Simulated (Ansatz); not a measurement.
# CdH2O2: the cost of one run

Computed with Ansatz 0.2.0, driven from Python. Level of theory: DFT r2SCAN, plane waves, PAW.

## (1) Starting point

The structure is trigonal, space group P-3m1 (No. 164). Conventional cell: a = 3.516 Å, b = 3.516 Å, c = 4.643 Å, α = 90.00°, β = 90.00°, γ = 120.00°. Around Cd (site symmetry -3m) lie 6 O at 2.32 Å. H (site symmetry 3m) has 1 O at 0.97 Å as nearest neighbours. Around O (site symmetry 3m) lie 1 H at 0.97 Å.

No structure file is read: the coordinates are typed or built in the script.

## (2) Script

eos.py

```python
"""Equation of state of CdH2O2."""

import warnings

import ansatz as az
from ase.eos import EquationOfState
from ase.units import GPa
import numpy as np

VECTORS = np.array([
    [3.515526, 0.0, 0.0],
    [-1.757763, 3.044535, 0.0],
    [0.0, 0.0, 4.642979],
])
SITES = [
    ("Cd", [0.0, 0.0, 0.0]),
    ("H", [2 / 3, 1 / 3, 0.550961]),
    ("H", [1 / 3, 2 / 3, 0.449039]),
    ("O", [2 / 3, 1 / 3, 0.759372]),
    ("O", [1 / 3, 2 / 3, 0.240628]),
]


def build(cell):
    crystal = az.Crystal(lattice=az.Lattice.of(cell))
    for symbol, position in SITES:
        crystal = crystal.atom(symbol, position)
    return crystal

warnings.simplefilter("ignore", az.DeckWarning)

# uniform scaling of the cell
volumes, energies, pressures = [], [], []
for scale in np.linspace(0.9, 1.1, 9):
    cell = VECTORS * scale ** (1 / 3)
    setup = (
        build(cell).calculation()
        .functional("r2scan")
        .basis(500)
        .occupations("fixed")
        .kpoints(6, 6, 4)
        .stress()
    )
    r = setup.run(threads=1).report
    volumes.append(abs(np.linalg.det(cell)) / len(SITES))
    energies.append(r["free_energy_ev"] / len(SITES))
    pressures.append(np.trace(r["stress_gpa"]) / 3)
    print(f"V = {volumes[-1]:8.4f} A^3/atom  F = {energies[-1]:.5f} eV/atom  P = {pressures[-1]:8.3f} GPa")

eos = EquationOfState(volumes, energies, eos="murnaghan")
v0, e0, bulk = eos.fit()
print(f"V0 = {v0:.4f} A^3/atom, E0 = {e0:.5f} eV/atom, B = {bulk / GPa:.1f} GPa")
eos.plot("eos.png")
```

## (3) The input behind the calls

The engine receives this input (first run):

```yaml
crystal:
  lattice:
    - [3.394203034305091, 0.0, 0.0]
    - [-1.6971015171525454, 2.9394662235603013, 0.0]
    - [0.0, 0.0, 4.482746937446862]
  atoms:
    - { symbol: Cd, position: [0.0, 0.0, 0.0] }
    - { symbol: H, position: [0.6666666666666666, 0.3333333333333333, 0.550961] }
    - { symbol: H, position: [0.3333333333333333, 0.6666666666666666, 0.449039] }
    - { symbol: O, position: [0.6666666666666666, 0.3333333333333333, 0.759372] }
    - { symbol: O, position: [0.3333333333333333, 0.6666666666666666, 0.240628] }
basis:
  ecutwfc: 500.0
kpoints:
  mp_grid:
    grid: [6, 6, 4]
hamiltonian:
  xc: r2scan
scf:
  occupations:
    method: fixed
output:
  stress: true
```

## (4) Running it

Launch:

```sh
$ python eos.py
```

What time and memory should one allow on 1 thread of Arm Neoverse V2, shared host?

About 27 s, with a peak of 0.49 GiB.
